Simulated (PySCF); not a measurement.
**[Ce(CO)]3+: other functionals and bases at one geometry**

How far do other levels of theory move the description of [Ce(CO)]3+, and what does each cost? It is a constructed species; whether it can be made isn't addressed.

Method: several levels, as the steps say, no spin–orbit coupling; program: PySCF 2.14.0.

4 further runs of the same task are left out: 2 for a known fault of the program, 2 that didn't finish.

### 1 The system as given

3 atoms, charge 3, spin multiplicity 1.

Bond lengths: Ce1–C2 2.722 Å, C2–O3 1.128 Å. Angles: Ce1–C2–O3 180.0°.

Coordinates:

```
Ce    0.0000    0.0000   -0.6896
C     0.0000    0.0000    2.0320
O     0.0000    0.0000    3.1596
```

Formal oxidation states: Ce +3. Each metal's 1 4f electrons lie in its core potential, so multiplicities, spins and levels count the valence alone. An earlier session relaxed this geometry at BP86, Ce lcecp-1-SVP with ECP47, C def2-SVP, O def2-SVP (singlet, point group C∞v).

At BP86 on the finer grid: E = -144.159025 Eh, HOMO -26.32 eV, LUMO -21.61 eV, Mulliken charge on Ce1 +2.66 e, largest force component 0.010 eV/Å. 

Levels to run: PBE; TPSSh; M06-L; r2SCAN; BP86, TZVP; PBE0, SVP. Hardware: 2 threads of Intel Xeon at 2.50GHz (Skylake/Cascade Lake), shared host.

### 2 PBE

Contents of run.py (the lines that set the calculation):

```python
mol = gto.M(atom='''
Ce     0.00000     0.00000    -0.68962
C      0.00000     0.00000     2.03199
O      0.00000     0.00000     3.15961''',
    basis={'Ce': 'lcecp-1-SVP', 'C': 'def2-SVP', 'O': 'def2-SVP'},
    ecp={'Ce': 'lcecp-1-SVP'},
    charge=3, spin=0)
mf = dft.RKS(mol, xc='PBE')
mf.grids.atom_grid = (75, 302)  # f atoms: unpruned, at least (60, 302)
mf = mf.density_fit()  # fitting sets: Ce AutoAux, C def2-universal-JKFIT, O def2-universal-JKFIT
mf.conv_tol = 1e-08; mf.max_cycle = 55
mf.kernel(dm0)  # dm0: the density of the relaxed state
```

The run is started by

```sh
OMP_NUM_THREADS=2 python run.py
```

### 3 TPSSh

Edit run.py (the lines that set the calculation) of step 2 so:

```diff
@@ -7,3 +7,3 @@
     charge=3, spin=0)
-mf = dft.RKS(mol, xc='PBE')
+mf = dft.RKS(mol, xc='TPSSH')
 mf.grids.atom_grid = (75, 302)  # f atoms: unpruned, at least (60, 302)
```

### 4 M06-L

Edit run.py (the lines that set the calculation) of step 3 so:

```diff
@@ -7,3 +7,3 @@
     charge=3, spin=0)
-mf = dft.RKS(mol, xc='TPSSH')
+mf = dft.RKS(mol, xc='M06L')
 mf.grids.atom_grid = (75, 302)  # f atoms: unpruned, at least (60, 302)
```

### 5 r2SCAN

Edit run.py (the lines that set the calculation) of step 4 so:

```diff
@@ -7,3 +7,3 @@
     charge=3, spin=0)
-mf = dft.RKS(mol, xc='M06L')
+mf = dft.RKS(mol, xc='R2SCAN')
 mf.grids.atom_grid = (75, 302)  # f atoms: unpruned, at least (60, 302)
```

### 6 BP86, TZVP

Basis: Ce lcecp-1-TZVP with ECP47, C def2-TZVP, O def2-TZVP. 

Contents of run.py (the lines that set the calculation):

```python
mol = gto.M(atom='''
Ce     0.00000     0.00000    -0.68962
C      0.00000     0.00000     2.03199
O      0.00000     0.00000     3.15961''',
    basis={'Ce': 'lcecp-1-TZVP', 'C': 'def2-TZVP', 'O': 'def2-TZVP'},
    ecp={'Ce': 'lcecp-1-TZVP'},
    charge=3, spin=0)
mf = dft.RKS(mol, xc='B88,P86')
mf.grids.atom_grid = (75, 302)  # f atoms: unpruned, at least (60, 302)
mf = mf.density_fit()  # fitting sets: Ce AutoAux, C def2-universal-JKFIT, O def2-universal-JKFIT
mf.conv_tol = 1e-08; mf.max_cycle = 55
mf.kernel(dm0)  # dm0: free metal ions and neutral atoms
```

### 7 PBE0, SVP

Basis: Ce def2-SVP with ECP28, C def2-SVP, O def2-SVP. The 4f electrons are now in the valence.

Contents of run.py (the lines that set the calculation):

```python
mol = gto.M(atom='''
Ce     0.00000     0.00000    -0.68962
C      0.00000     0.00000     2.03199
O      0.00000     0.00000     3.15961''',
    basis={'Ce': 'def2-SVP', 'C': 'def2-SVP', 'O': 'def2-SVP'},
    ecp={'Ce': 'def2-SVP'},
    charge=3, spin=1)
mf = dft.UKS(mol, xc='PBE0')
mf.grids.atom_grid = (75, 302)  # f atoms: unpruned, at least (60, 302)
mf = mf.density_fit()  # fitting sets: Ce def2-universal-JKFIT, C def2-universal-JKFIT, O def2-universal-JKFIT
mf.conv_tol = 1e-08; mf.max_cycle = 55
mf.kernel(dm0)  # dm0: free metal ions and neutral atoms
```

Before running it: what results should come out? Wanted: for each run, HOMO; gap; charge on Ce1; dipole; largest force.

**Answer**, as computed:

| level | state | HOMO (eV) | gap (eV) | charge on Ce1 (e) | dipole (D) | largest force (eV/Å) | basis functions | time |
| --- | --- | --- | --- | --- | --- | --- | --- | --- |
| BP86 (relaxed here) | singlet | -26.32 | 4.71 | 2.66 | 2.73 | 0.01 | 61 | 9.3 s |
| PBE | singlet | -26.22 | 4.61 | 2.64 | 2.66 | 0.07 | 61 | 4.7 s |
| TPSSh | singlet | -26.98 | 5.96 | 2.70 | 3.10 | 1.26 | 61 | 5 s |
| M06-L | singlet | -26.40 | 5.43 | 2.73 | 3.28 | 1.57 | 61 | 6.1 s |
| r2SCAN | singlet | -26.56 | 5.53 | 2.70 | 3.16 | 1.45 | 61 | 6.1 s |
| BP86, TZVP | singlet | -26.23 | 4.64 | 2.69 | 2.64 | 0.68 | 109 | 22 s |
| PBE0, SVP | doublet | -28.03 | 4.45 | 2.67 | 2.98 | 2.19 | 106 | 27 s |

Times are on 2 threads of Intel Xeon at 2.50GHz (Skylake/Cascade Lake), shared host; the first row also made further properties. The dipole of a charged species depends on the origin, so these sizes hold for this origin alone.

In one basis the gap runs from 4.61 eV (PBE) to 5.96 eV (TPSSh). The largest leftover force, 2.19 eV/Å with PBE0, SVP, stands at a geometry relaxed at another level. The Mulliken charge on Ce spans +2.64 to +2.73 e over the levels. With 4f in the core, its levels are missing from HOMO and gap. Total energies of different levels can't be compared. Spin–orbit coupling is left out throughout.
